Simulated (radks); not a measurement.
**Fe⁴⁺ in [Ne] 3s2 3p4 3d4 4d2: an all-electron calculation**

What are the levels of the iron ion Fe4+, how large are its shells, and how does its energy divide?

Program: radks (a radial shooting solver on a logarithmic mesh, Libxc functionals) version 1. Level of theory: scalar-relativistic Kohn-Sham, BLYP, spin-polarised, spherical densities, finite nucleus; open shells are filled with parallel spins first. These are calculated values, not measurements, unless marked.

## Step 1: The atom as given

```
element            : iron (Z = 26)
charge             : +4
electrons          : 22
configuration      : [Ne] 3s2 3p4 3d4 4d2
nuclear rms radius : 3.7377 fm
```

The outer shells:

Fe⁴⁺
```
[Ne] core
3s [↑↓]
3p [↑↓][↑ ][↑ ]
3d [↑ ][↑ ][↑ ][↑ ][  ]
4d [↑ ][↑ ][  ][  ][  ]
```

## Step 2: The calculation

Input:

```text
Z 26
configuration [Ne] 3s2 3p4 3d4 4d2
relativity scalar-relativistic
functional b88,lyp
spin polarised
nucleus finite rms 3.7377 fm
c 137.035999084
```

Run with:

```
$ python run_ks.py task.json out
```

All runs below come from this command, one after another.

**Question.** What will this run give?

The runs gave:

```
                        quantity                   value
                    total energy     -1261.65061 hartree
exchange-correlation share of it                  4.23 %
                            −T/E                  1.0122
          highest occupied level       4d up, -31.112 eV
    most extended occupied level  4d up, <r> = 2.49 bohr
 radius at density 0.001 e/bohr³               3.97 bohr
    maxima of the radial density                       3
```

4 principal shells are occupied and 3 maxima appear in the radial density; where shells overlap, one shows as a shoulder or not at all. −T/E is 1.012: with relativity the kinetic term as defined here no longer equals −E. This is not the tabulated ground configuration, so its levels and sizes aren't those of the ground state, and no measured value stands beside it.
